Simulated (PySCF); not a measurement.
# GaH₂F: geometry, NMR shifts, spin-spin couplings, electronic excitations and core binding energies

What NMR shifts, spin-spin couplings, electronic excitations and core binding energies should GaH₂F (`[F][GaH2]`) show?

Programs: PySCF 2.14.0, with density-fitted response routines of our own. Each step states its level of theory. These are calculated values for one molecule in the gas phase, unless marked as measured. Atoms are numbered from 0 throughout.

### Step 1. The molecule as given

4 atoms, charge 0, multiplicity 1; geometry from: GFN2-xTB.

Bonds of the start (Å): F0–Ga1 1.73, Ga1–H2 1.54, Ga1–H3 1.54.

### Step 2. Geometry optimisation at PBE0-D3(BJ)/def2-SVP

The job: settings as JSON, then the geometry in Å.

```
{"job": {"xc": "PBE0", "basis": "def2-SVP", "d3": "d3bj", "grid": 1, "kind": "geom"}, "charge": 0, "multiplicity": 1}
F     -1.122718    -1.180713    -0.002990
Ga     0.071534     0.073694    -0.005654
H      1.538050    -0.403725    -0.000854
H     -0.476632     1.515517    -0.013355
```

**Question.** This job is followed by: GIAO PBE0/pcSseg-1 NMR shielding, non-relativistic, gas phase; B3LYP/pcJ-1 Ga:pcSseg-1 indirect spin-spin coupling, non-relativistic, gas phase; TDDFT CAM-B3LYP/def2-SVPD, vertical, gas phase, core orbitals frozen in the response; GIAO PBE0/pcSseg-2 NMR shielding, non-relativistic, gas phase; delta-SCF UKS SCAN, pcX-2 on the ionised atom, pcseg-1 elsewhere, spin-free X2C. What will the session give for the following? point group; rotational constants (main isotopes); 1H shifts against TMS (PBE0/pcSseg-1, means over atoms taken as alike); 19F shifts against CFCl3 (PBE0/pcSseg-1); 71Ga shifts against GaH4- (PBE0/pcSseg-1); largest coupling of the table (B3LYP/pcSseg-1+pcJ-1); lowest singlet (CAM-B3LYP/def2-SVPD); brightest single state of those computed; lowest triplet; vertical ionisation energy (ΔSCF); vertical electron affinity (ΔSCF); F1s binding energies, SCAN/pcX-2; range of the shift of F0.

The runs gave:

| quantity | value |
| --- | --- |
| point group | C2v |
| rotational constants (main isotopes) | 123.34, 10.52, 9.69 GHz |
| 1H shifts against TMS (PBE0/pcSseg-1, means over atoms taken as alike) | 5.55 ppm |
| 19F shifts against CFCl3 (PBE0/pcSseg-1) | -96.6 ppm |
| 71Ga shifts against GaH4- (PBE0/pcSseg-1) | 358 ppm |
| largest coupling of the table (B3LYP/pcSseg-1+pcJ-1) | 2J(H,H) H2–H3, 105.2 Hz |
| lowest singlet (CAM-B3LYP/def2-SVPD) | 5.74 eV (216 nm), f = 0.000 |
| brightest single state of those computed | state 6, 8.52 eV, f = 0.298 |
| lowest triplet | 5.27 eV |
| vertical ionisation energy (ΔSCF) | 11.79 eV |
| vertical electron affinity (ΔSCF) | -0.13 eV (unbound: the value hangs on the basis) |
| F1s binding energies, SCAN/pcX-2 | F0 690.93 eV |
| range of the shift of F0 | -115.9 to -96.6 ppm |

**Reading.** The optimisation took 5 steps and gained 0.018 eV; among the close pairs (by a distance rule), F0–Ga1 changed most, from 1.732 to 1.758 Å. At PBE0/pcSseg-1: Shielding is most anisotropic at Ga1 (span 539 ppm, paramagnetic term -1285 ppm). In the run at B3LYP/pcSseg-1+pcJ-1, the largest coupling of the table is H2–H3, 105.2 Hz, of which the Fermi-contact term gives 110.7 Hz. The lowest singlet, at 5.74 eV, is HOMO→LUMO 0.99 and is dark; of the 10 states computed, the strongest absorption comes from state 6 at 8.52 eV (the last state computed is bright too, and its partners may lie past the list). The lowest triplet lies 0.47 eV below the lowest singlet (triplets in Tamm-Dancoff, singlets in full TDDFT). The orbital energy would give 10.44 eV for ionisation, ΔSCF gives 11.79 eV. Across the 2 runs the shift of F0 moves most, between -115.9 (PBE0/pcSseg-2) and -96.6 ppm (PBE0/pcSseg-1). Spin-orbit coupling is left out, which matters for shieldings and couplings at and beside the heavy atoms.
